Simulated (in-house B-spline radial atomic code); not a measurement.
**Yb¹⁰⁺: ionisation energy by several methods**

Aim: the ionisation energy of Yb¹⁰⁺ by several methods, each as the difference of two self-consistent energies (Yb¹⁰⁺ and the next ion, [Kr] 4d10 4f11 5s2).

The numbers are computed with in-house B-spline radial atomic code version 1 (Dirac-Coulomb, several functionals; spherical all-electron atom at the radial basis limit), except any that are marked as measured or tabulated.

### 1 What is computed

```
element       : ytterbium (Z = 70)
charge        : +10
electrons     : 60
configuration : [Kr] 4d10 4f12 5s2
nucleus       : Fermi, rms radius 5.311 fm
```

Outer shells as boxes (Hund's rule):

[Kr] 4d10 4f12 5s2
```
[Kr] core
4d [↑↓][↑↓][↑↓][↑↓][↑↓]
4f [↑↓][↑↓][↑↓][↑↓][↑↓][↑ ][↑ ]
5s [↑↓]
```

The boxes only draw the filling; these runs are spin-restricted and spherical.

### 2 LDA (PW92)

Settings, as recorded:

```ini
Z = 70
electrons = 60.0
configuration = [Kr] 4d10 4f12 5s2
hamiltonian = dirac
method = lda,pw
spin_polarised = False
nucleus = fermi
rms_radius = 5.3108
mass_number = 174
atomic_mass = 173.938867545
speed_of_light = 137.035999084
```

### 3 AM05, a GGA

The settings differ from step 2 so:

```diff
@@ -4,3 +4,3 @@
 hamiltonian = dirac
-method = lda,pw
+method = am05
 spin_polarised = False
```

### 4 PBE, a GGA

The settings differ from step 3 so:

```diff
@@ -4,3 +4,3 @@
 hamiltonian = dirac
-method = am05
+method = pbe,pbe
 spin_polarised = False
```

### 5 OLYP, a GGA

The settings differ from step 4 so:

```diff
@@ -4,3 +4,3 @@
 hamiltonian = dirac
-method = pbe,pbe
+method = optx,lyp
 spin_polarised = False
```

### 6 LDA (VWN5)

The settings differ from step 5 so:

```diff
@@ -4,3 +4,3 @@
 hamiltonian = dirac
-method = optx,lyp
+method = lda,vwn
 spin_polarised = False
```

### 7 RPBE, a GGA

The settings differ from step 6 so:

```diff
@@ -4,3 +4,3 @@
 hamiltonian = dirac
-method = lda,vwn
+method = rpbe,pbe
 spin_polarised = False
```

Q: The tabulated ionisation energy is 209 ± 10 eV (tabulated theoretical; NIST Atomic Spectra Database). What does each method give, and which comes nearest?

**Answer**, as computed:

| method | rung | total energy (hartree) | ΔSCF (eV) | with Breit, QED, recoil (eV) | −ε highest (eV) | corrected ΔSCF less tabulated (eV) |
| --- | --- | --- | --- | --- | --- | --- |
| LDA (PW92) | LDA | -14034.7894 | 188.23 | 188.31 | 173.00 (4f7/2) | -20.69 |
| LDA (VWN5) | LDA | -14034.8165 | 188.24 | 188.32 | 173.01 (4f7/2) | -20.68 |
| AM05 | GGA | -14035.2416 | 187.90 | 187.98 | 172.66 (4f7/2) | -21.02 |
| PBE | GGA | -14043.5926 | 187.72 | 187.81 | 172.49 (4f7/2) | -21.19 |
| OLYP | GGA | -14048.6920 | 188.57 | 188.65 | 173.27 (4f7/2) | -20.35 |
| RPBE | GGA | -14044.0907 | 187.60 | 187.68 | 172.36 (4f7/2) | -21.32 |

What this shows: Tables give 209 ± 10 eV (tabulated theoretical; NIST Atomic Spectra Database) for the ionisation energy. OLYP misses by -20.35 eV, the least, and RPBE by -21.32 eV (10 %), the most. All methods miss on the same side by much the same amount, which points to something that they share. PBE is off by -21.19 eV. Open shells are averaged (over orientations, and over spins where the run is restricted), while tables refer to the lowest levels. For the semilocal functionals minus the highest level recovers only 92 % of their own ΔSCF value, a mark of self-interaction.
